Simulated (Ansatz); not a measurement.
# Ga4AsP3: the cell at several levels of theory

Aim: relax Ga4AsP3, ordered on the zincblende lattice (Amm2) with 8 atoms a cell with PBE and r2SCAN and see how far the functionals disagree on the cell. This is a trial cell built on a prototype, not taken from a measured structure, and it needn't be the compound's ground state.

Program: Ansatz 0.2.0. PAW datasets, plane waves, zero pressure. Spin-unpolarised throughout. Whether this structure exists isn't addressed.

**1. The structure to begin with**

This is the cell as the run starts from it, not yet at rest; its lengths are not the crystal's.

Space group Amm2 (No. 38), orthorhombic; a = 3.733 Å, b = 7.466 Å, c = 10.559 Å in the conventional setting, 18.39 Å³ an atom. Near P stand 4 Ga at 2.29 Å; near As stand 4 Ga at 2.29 Å; near Ga stand 4 P at 2.29 Å; near Ga stand 3 P at 2.29 Å and 1 As at 2.29 Å.

The structure in full:

Space group Amm2 (No. 38). a = 3.733 Å, b = 7.466 Å, c = 10.559 Å, α = 90.00°, β = 90.00°, γ = 90.00°
```
atom  site  symmetry       x       y       z
   P    2a       mm2  0.0000  0.0000  0.0000
   P    4e       m..  0.5000  0.2500  0.7500
  As    2a       mm2  0.0000  0.5000  0.0000
  Ga    2b       mm2  0.5000  0.5000  0.3750
  Ga    4d       m..  0.0000  0.7500  0.1250
  Ga    2b       mm2  0.5000  0.5000  0.8750
```

**2. Relaxation with PBE**

input.yaml reads:

```yaml
crystal:
  lattice:
    - [3.7330631928, 0.0, 0.0]
    - [0.0, 3.7330631928, 5.2793485965]
    - [0.0, -3.7330631928, 5.2793485965]
  atoms:
    - { symbol: P, position: [0.0, 0.0, 0.0] }
    - { symbol: P, position: [0.5, 0.0, 0.5] }
    - { symbol: P, position: [0.5, 0.5, 0.0] }
    - { symbol: As, position: [0.0, 0.5, 0.5] }
    - { symbol: Ga, position: [0.5, 0.875, 0.875] }
    - { symbol: Ga, position: [0.0, 0.875, 0.375] }
    - { symbol: Ga, position: [0.0, 0.375, 0.875] }
    - { symbol: Ga, position: [0.5, 0.375, 0.375] }
kpoints:
  mp_grid: { grid: [6, 4, 4] }
hamiltonian:
  xc: pbe
scf:
  occupations: { method: fermi_dirac, width: 0.02 }
relax:
  f_tol: 0.005
  cell: {}
output:
  write_density: true
  write_potential: true
  elf: true
  volumetric_format: npy
```

Started as:

```
ansatz run input.yaml --threads 4 --pin off --max-ram 6451MiB --backend cpu --events-out ev --progress --plain --runs-dir out
```

Further steps of the session: r2SCAN: cell and atoms.

Before running it: what results should come out? Wanted: for each run, a; b; c; volume; space group; SCF geometries.

The runs gave:

| level | a (Å) | b (Å) | c (Å) | volume (Å³/atom) | space group | SCF geometries |
| --- | --- | --- | --- | --- | --- | --- |
| PBE | 3.937 | 7.871 | 11.122 | 21.537 | Amm2 | 8 |
| r2SCAN | 3.894 | 7.785 | 11.003 | 20.847 | Amm2 | 5 |

**Reading.** The first relaxation changed the volume by +17.1 % from the start. The volume runs from r2SCAN (least) to PBE (most), a spread of 3.3 %, or 1.1 % in length if all axes shared it alike.
